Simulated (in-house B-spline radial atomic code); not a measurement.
# O⁺: density, ELF and screening along the radius

Aim: the shell structure of O⁺ in the radial density, the electron localisation function and the screened nuclear charge, under several settings.

Program: in-house B-spline radial atomic code version 1. Level of theory: several methods, spin-polarised, as named in each step; spherical all-electron atom at the radial basis limit. These are calculated values, not measurements, unless marked.

### 1 Starting point

```
element       : oxygen (Z = 8)
charge        : +1
electrons     : 7
configuration : [He] 2s2 2p3
nucleus       : point (non-relativistic runs) or finite (X2C runs)
```

Outer shells as boxes (Hund's rule):

[He] 2s2 2p3
```
[He] core
2s [↑↓]
2p [↑ ][↑ ][↑ ]
```

Where spins are not typed, each open shell is filled with up spins first.

### 2 ωB97X, X2C, [He] 2s2 2p3

Settings, as recorded:

```ini
Z = 8
electrons = 7.0
configuration = [He] 2s2 2p3
hamiltonian = x2c
method = wb97x
spin_polarised = True
nucleus = fermi
rms_radius = 2.6991
mass_number = 16
atomic_mass = 15.99491461926
speed_of_light = 137.035999084
```

On the command line:

```console
$ python run_scf.py task.json out
```

The settings of every run stand in task.json; they run in order.

### 3 SCAN, X2C, [He] 2s2 2p3

Settings: those of step 2 with these lines changed.

```diff
@@ -4,3 +4,3 @@
 hamiltonian = x2c
-method = wb97x
+method = scan,scan
 spin_polarised = True
```

### 4 LDA (VWN5), X2C, [He] 2s1 2p3 3d1

Settings: those of step 3 with these lines changed.

```diff
@@ -2,5 +2,5 @@
 electrons = 7.0
-configuration = [He] 2s2 2p3
+configuration = [He] 2s1 2p3 3d1
 hamiltonian = x2c
-method = scan,scan
+method = lda,vwn
 spin_polarised = True
```

### 5 Hartree-Fock, non-rel., [He] 2s2 2p2 3s1

Settings, as recorded:

```ini
Z = 8
electrons = 7.0
configuration = [He] 2s2 2p2 3s1
hamiltonian = nr
method = hf
spin_polarised = True
```

How large is the system in each run, where do the shell borders lie, and what is the highest level?

The runs gave:

| run | total energy (hartree) | highest level (eV) | radius holding 50 / 90 / 99 % (bohr) | radius at n = 0.001 (bohr) | ELF minima on the full grid (bohr) |
| --- | --- | --- | --- | --- | --- |
| ωB97X, X2C, [He] 2s2 2p3 | -74.6284 | -31.371 | 0.767 / 1.64 / 2.59 | 2.82 | 0.38 |
| SCAN, X2C, [He] 2s2 2p3 | -74.6224 | -27.323 | 0.766 / 1.63 / 2.59 | 2.82 | 0.38 |
| LDA (VWN5), X2C, [He] 2s1 2p3 3d1 | -72.7347 | -4.676 | 0.790 / 3.48 / 7.63 | 4.18 | 0.39, 2.5 |
| Hartree-Fock, non-rel., [He] 2s2 2p2 3s1 | -73.5373 | -11.845 | 0.807 / 2.87 / 5.55 | 4.25 | 0.40, 2.0 |

In the first run ELF has 1 minimum on the grid, which marks the borders between shells. On the record's full grid the screened charge (r times the electrostatic potential) falls from 7.9 near the nucleus to 1.00 at 4.0 bohr; far out it tends to the net charge, 1. The radius that holds 99 % of the electrons runs from 2.59 bohr (SCAN, X2C, [He] 2s2 2p3) to 7.63 bohr (LDA (VWN5), X2C, [He] 2s1 2p3 3d1). The grid is coarse (about 18 % a step), so the places of minima are rough. For X2C runs ELF uses the non-relativistic kinetic energy density, and the fields carry no picture-change correction.
